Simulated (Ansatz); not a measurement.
Task: a rigid scan of one bond angle of ClH₄OSi₂ (charge -1), SMILES [SiH3]O[SiH-]Cl, with Ansatz 0.2.0 through its Python package. Give the script and its output. Use (for the species named): PBE, def2-SVP basis, multiplicity 1.

```tsv
atom	x (Å)	y (Å)	z (Å)
Si	-1.2423	-0.2459	0.0529
O	0.0799	0.2261	-0.8206
Si	1.7269	0.2444	-0.6826
Cl	2.1846	1.8970	0.4375
H	-2.4726	0.0782	-0.7087
H	-1.1845	-1.7116	0.2728
H	-1.2667	0.4524	1.3598
H	2.1747	-0.9406	0.0890
```

`clh4osi2.py`:
```python
'''Energy of ClH4OSi2(-) against one bond angle.'''

import ansatz as az
from ase import Atoms

atoms = Atoms(['Si', 'O', 'Si', 'Cl', 'H', 'H', 'H', 'H'], positions=[
    [-1.2423, -0.2459, 0.0529],
    [0.0799, 0.2261, -0.8206],
    [1.7269, 0.2444, -0.6826],
    [2.1846, 1.897, 0.4375],
    [-2.4726, 0.0782, -0.7087],
    [-1.1845, -1.7116, 0.2728],
    [-1.2667, 0.4524, 1.3598],
    [2.1747, -0.9406, 0.089],
])

# relax first, so that the scan starts from a minimum
first = (
    az.Crystal.molecule_from_ase(atoms).calculation()
    .basis(gaussian='def2-SVP')  # atom-centred Gaussian functions
    .functional('PBE')
    .charge(-1)
    .relax(force_tolerance=0.02, max_steps=80)
)
atoms.positions = first.run().report['positions_ang']

rows = []
for angle in [90, 100, 110, 120, 135, 150, 165, 179]:
    bent = atoms.copy()
    bent.set_angle(0, 1, 2, angle, indices=[2, 3, 7])
    calculation = (
        az.Crystal.molecule_from_ase(bent).calculation()
        .basis(gaussian='def2-SVP')  # the orbital basis, by name
        .functional('PBE')
        .charge(-1)  # electrons removed from the neutral system
    )
    rows.append((angle, calculation.run().report['free_energy_ev']))
floor = min(e for _, e in rows)
for angle, e in rows:
    print(f'angle Si0-O1-Si2 = {angle:3d} deg   {1000 * (e - floor):9.1f} meV')
```

```console
$ python clh4osi2.py
angle Si0-O1-Si2 =  90 deg      1407.9 meV
angle Si0-O1-Si2 = 100 deg       463.6 meV
angle Si0-O1-Si2 = 110 deg       115.0 meV
angle Si0-O1-Si2 = 120 deg         7.6 meV
angle Si0-O1-Si2 = 135 deg         0.0 meV
angle Si0-O1-Si2 = 150 deg        44.7 meV
angle Si0-O1-Si2 = 165 deg        92.9 meV
angle Si0-O1-Si2 = 179 deg       120.2 meV
```

The scan is rigid, and the energies are electronic, in a modest basis. The zero is the lowest point of the grid, which needn't be the minimum. Anions want diffuse functions, which this basis lacks. The whole script took 46 s on 1 thread of Arm Neoverse V1, with other jobs on the host, peak memory 0.2 GiB.

(Lines on the test bed's own set-up are left out of the output.)
